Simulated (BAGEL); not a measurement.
# BSiH4SO (SMILES [SiH3]O[B]S) at UHF/6-31G(d) (density fitting with qzvpp-jkfit, spherical functions)

What is the vertical doublet–quartet gap of BSiH4SO at UHF/6-31G* (density fitting with qzvpp-jkfit, spherical functions)? 

The results are computed with BAGEL 1.2.2.

1 further run of the same task is left out (set aside as unsound or not needed).

**1. The structure to begin with**

BSiH4SO has 8 atoms, charge 0, and is taken as a doublet. As SMILES, `[SiH3]O[B]S`. The coordinates come from a PBE0-D4/def2-TZVP relaxation. This is one conformer, not always the lowest.

Bond lengths: Si1–O2 1.664 Å, O2–B3 1.334 Å, B3–S4 1.796 Å, Si1–H5 1.479 Å, Si1–H6 1.482 Å, Si1–H7 1.482 Å, S4–H8 1.341 Å. Angles: Si1–O2–B3 130.9°, O2–B3–S4 123.3°, O2–Si1–H5 106.1°, O2–Si1–H6 109.6°, O2–Si1–H7 109.5°, B3–S4–H8 95.3°, H5–Si1–H6 110.6°, H5–Si1–H7 110.6°, H6–Si1–H7 110.2°.

**2. The energy at UHF/6-31G(d) (density fitting with qzvpp-jkfit, spherical functions)**

job.json

```json
{ "bagel" : [

{
  "title" : "molecule",
  "basis" : "6-31gs.json",
  "df_basis" : "qzvpp-jkfit",
  "angstrom" : true,
  "geometry" : [
    { "atom" : "Si", "xyz" : [      -0.896700,       1.222300,       0.197300 ] },
    { "atom" : "O", "xyz" : [       0.326700,       0.229500,      -0.338300 ] },
    { "atom" : "B", "xyz" : [       0.609900,      -1.041700,      -0.050600 ] },
    { "atom" : "S", "xyz" : [       2.000400,      -1.927800,      -0.762700 ] },
    { "atom" : "H", "xyz" : [      -0.669300,       2.536800,      -0.442200 ] },
    { "atom" : "H", "xyz" : [      -0.830500,       1.341000,       1.673300 ] },
    { "atom" : "H", "xyz" : [      -2.205800,       0.661700,      -0.213900 ] },
    { "atom" : "H", "xyz" : [       1.757600,      -3.079000,      -0.118600 ] }
  ]
},

{
  "title" : "uhf",
  "charge" : 0,
  "nopen" : 1
},

{
  "title" : "print",
  "file" : "orbitals.molden",
  "orbitals" : true
}

]}
```

The basis set 6-31G* is read from a file made from the Basis Set Exchange's data (not shown).

The run is started by

```sh
$ BAGEL_NUM_THREADS=1 BAGEL job.json > job.out
```

The log of the run:

```text
* using 1 threads per process

  ===============================================================
  ===============================================================

  *** Geometry ***

  { "atom" : "Si", "xyz" : [     -1.694517,      2.309812,      0.372843 ] },
  { "atom" : "O", "xyz" : [      0.617374,      0.433692,     -0.639294 ] },
  { "atom" : "B", "xyz" : [      1.152544,     -1.968528,     -0.095620 ] },
  { "atom" : "S", "xyz" : [      3.780208,     -3.643014,     -1.441294 ] },
  { "atom" : "H", "xyz" : [     -1.264794,      4.793857,     -0.835637 ] },
  { "atom" : "H", "xyz" : [     -1.569418,      2.534123,      3.162079 ] },
  { "atom" : "H", "xyz" : [     -4.168358,      1.250432,     -0.404212 ] },
  { "atom" : "H", "xyz" : [      3.321383,     -5.818467,     -0.224122 ] },

  Number of auxiliary basis functions:      480

  Since a DF basis is specified, we compute 2- and 3-index integrals:
    o Being stored without compression. Storage requirement is 0.020 GB

  Number of basis functions:       72
  Number of electrons      :       47

    * METHOD: MOLECULE                             0.23

  *** Open-shell HF ***

  === Nuclear Repulsion ===
   178.4876869732

      * DIIS with orbital gradients will be used.

  === UHF iteration (6-31gs.json) ===
      0       -788.15506261          0.03989742           0.11
      1       -788.27339239          0.02957048           0.11
      2       -788.31703017          0.01989787           0.11
      3       -788.35166538          0.00153987           0.11
      4       -788.35296706          0.00046362           0.11
      5       -788.35315685          0.00018906           0.11
      6       -788.35321095          0.00004999           0.10
      7       -788.35322018          0.00001851           0.10
      8       -788.35322276          0.00000795           0.11
      9       -788.35322340          0.00000270           0.11
     10       -788.35322351          0.00000105           0.11
     11       -788.35322352          0.00000051           0.10
     12       -788.35322353          0.00000024           0.10
     13       -788.35322353          0.00000012           0.11
     14       -788.35322353          0.00000006           0.11
     15       -788.35322353          0.00000003           0.11
     16       -788.35322353          0.00000002           0.11
     17       -788.35322353          0.00000001           0.11
    * SCF iteration converged.

    * S^2 (UHF) is 0.7551

    * Permanent dipole moment:
           (    0.608174,    -0.101465,    -0.424286) a.u.

    * METHOD: UHF                                  2.09

    * METHOD: PRINT                                0.01

  ===============================================================
```

Wall time 2.5 s (1 thread of Arm Neoverse V1, shared host); peak memory 0.1 GiB.

**3. The quartet**

Changes to job.json since step 2:

```diff
@@ -19,13 +19,5 @@
 
-{
-  "title" : "uhf",
-  "charge" : 0,
-  "nopen" : 1
-},
+{ "title" : "uhf", "nopen" : 3 },
 
-{
-  "title" : "print",
-  "file" : "orbitals.molden",
-  "orbitals" : true
-}
+{ "title" : "print", "file" : "orbitals.molden", "orbitals" : true }
```

The basis set 6-31G* is read from a file made from the Basis Set Exchange's data (not shown).

The run is started by

```sh
$ BAGEL_NUM_THREADS=1 BAGEL job.json > job.out
```

The log of the run:

```text
* using 1 threads per process

  ===============================================================
  ===============================================================

  *** Geometry ***

  { "atom" : "Si", "xyz" : [     -1.694517,      2.309812,      0.372843 ] },
  { "atom" : "O", "xyz" : [      0.617374,      0.433692,     -0.639294 ] },
  { "atom" : "B", "xyz" : [      1.152544,     -1.968528,     -0.095620 ] },
  { "atom" : "S", "xyz" : [      3.780208,     -3.643014,     -1.441294 ] },
  { "atom" : "H", "xyz" : [     -1.264794,      4.793857,     -0.835637 ] },
  { "atom" : "H", "xyz" : [     -1.569418,      2.534123,      3.162079 ] },
  { "atom" : "H", "xyz" : [     -4.168358,      1.250432,     -0.404212 ] },
  { "atom" : "H", "xyz" : [      3.321383,     -5.818467,     -0.224122 ] },

  Number of auxiliary basis functions:      480

  Since a DF basis is specified, we compute 2- and 3-index integrals:
    o Being stored without compression. Storage requirement is 0.020 GB

  Number of basis functions:       72
  Number of electrons      :       47

    * METHOD: MOLECULE                             0.23

  *** Open-shell HF ***

  === Nuclear Repulsion ===
   178.4876869732

      * DIIS with orbital gradients will be used.

  === UHF iteration (6-31gs.json) ===
      0       -787.88449532          0.04459117           0.11
      1       -788.03930204          0.03442359           0.10
      2       -788.10402542          0.02400220           0.11
      3       -788.15689267          0.00195673           0.11
      4       -788.15898890          0.00074075           0.10
      5       -788.15932995          0.00027061           0.10
      6       -788.15940193          0.00007610           0.10
      7       -788.15941024          0.00002485           0.10
      8       -788.15941193          0.00000966           0.10
      9       -788.15941240          0.00000402           0.10
     10       -788.15941249          0.00000208           0.10
     11       -788.15941252          0.00000116           0.10
     12       -788.15941253          0.00000053           0.11
     13       -788.15941253          0.00000027           0.11
     14       -788.15941253          0.00000016           0.10
     15       -788.15941253          0.00000012           0.10
     16       -788.15941253          0.00000008           0.11
     17       -788.15941253          0.00000005           0.11
     18       -788.15941253          0.00000002           0.10
     19       -788.15941253          0.00000001           0.11
     20       -788.15941253          0.00000001           0.10
    * SCF iteration converged.

    * S^2 (UHF) is 3.7655

    * Permanent dipole moment:
           (   -0.900687,     1.100121,     0.251306) a.u.

    * METHOD: UHF                                  2.35

    * METHOD: PRINT                                0.01

  ===============================================================
```

Run time: 2.7 s. Hardware: 1 thread of Arm Neoverse V1, shared host; peak memory 0.1 GiB.

**4. Results**

Level: UHF/6-31G* (density fitting with qzvpp-jkfit, spherical functions).

| quantity | value |
| --- | --- |
| doublet: total energy | -788.35322 Eh |
| doublet: dipole moment | 1.90 D |
| doublet: ⟨S²⟩ | 0.755 |
| quartet: total energy | -788.15941 Eh |
| quartet: dipole moment | 3.67 D |
| quartet: ⟨S²⟩ | 3.765 |
| vertical energy of the quartet above the doublet | 5.274 eV |

At this shape the quartet lies 5.27 eV (509 kJ/mol) above the doublet.
